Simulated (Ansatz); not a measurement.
# C3H8BClS: the cost of one run

Program: Ansatz 0.2.0. Level of theory: UKS PBE0-D4/STO-3G. These are calculated values, not measurements.

### Step 1. The system as given

Bond lengths: C1–S2 1.851 Å, S2–B3 1.887 Å, B3–C4 1.517 Å, C4–C5 1.553 Å, C5–Cl6 1.763 Å, C1–H7 1.067 Å, C1–H8 1.088 Å, C1–H9 1.175 Å, B3–H10 1.214 Å, C4–H11 1.063 Å, C4–H12 1.161 Å, C5–H13 1.094 Å, C5–H14 1.158 Å. Angles (14 of 22 angles, heavy atoms first): C1–S2–B3 93.4°, S2–B3–C4 124.3°, B3–C4–C5 112.8°, C4–C5–Cl6 112.6°, S2–C1–H7 111.0°, S2–C1–H8 106.6°, S2–C1–H9 105.7°, S2–B3–H10 116.8°, C4–B3–H10 118.9°, B3–C4–H11 114.4°, B3–C4–H12 107.1°, C5–C4–H11 109.7°, C5–C4–H12 106.0°, C4–C5–H13 110.8°.

Structure file:

```xyz
14

C     0.1293   -0.2090    2.5320
S     0.4123    1.2080    1.3754
B     0.9818    0.0892   -0.0330
C     0.0615   -0.4835   -1.0945
C    -0.6503    0.6156   -1.9297
Cl   -1.7701   -0.0544   -3.1150
H     1.0384   -0.7344    2.7213
H    -0.6552   -0.8202    2.0898
H    -0.2892    0.2658    3.5215
H     2.1578   -0.2122   -0.0510
H     0.5249   -1.1842   -1.7460
H    -0.7806   -1.0601   -0.5408
H     0.0794    1.2298   -2.4654
H    -1.2529    1.3203   -1.2358
```

### Step 2. Preparing the start

Contents of input.yaml:

```yaml
crystal:
  periodic: [false, false, false]
  atoms:
    - { symbol: C, position_ang: [0.1293, -0.209, 2.532] }
    - { symbol: S, position_ang: [0.4123, 1.208, 1.3754] }
    - { symbol: B, position_ang: [0.9818, 0.0892, -0.033] }
    - { symbol: C, position_ang: [0.0615, -0.4835, -1.0945] }
    - { symbol: C, position_ang: [-0.6503, 0.6156, -1.9297] }
    - { symbol: Cl, position_ang: [-1.7701, -0.0544, -3.115] }
    - { symbol: H, position_ang: [1.0384, -0.7344, 2.7213] }
    - { symbol: H, position_ang: [-0.6552, -0.8202, 2.0898] }
    - { symbol: H, position_ang: [-0.2892, 0.2658, 3.5215] }
    - { symbol: H, position_ang: [2.1578, -0.2122, -0.051] }
    - { symbol: H, position_ang: [0.5249, -1.1842, -1.746] }
    - { symbol: H, position_ang: [-0.7806, -1.0601, -0.5408] }
    - { symbol: H, position_ang: [0.0794, 1.2298, -2.4654] }
    - { symbol: H, position_ang: [-1.2529, 1.3203, -1.2358] }
magnetization:
  spin_polarized: true
basis:
  gaussian: { orbitals: STO-3G }
hamiltonian:
  xc: pbe0
  dispersion: d4
relax:
  f_tol: 0.02
  max_steps: 40
output:
  orbitals: {}
```

The run is started by

```console
$ ansatz run input.yaml --threads 1 --pin off --max-ram 2048MiB --backend cpu --events-out ev --progress --plain --runs-dir out
```

**Question.** How long does this run take on 1 thread of Arm Neoverse V2, shared host, and how much memory does it need?

About 93 s, with a peak of 0.18 GiB.
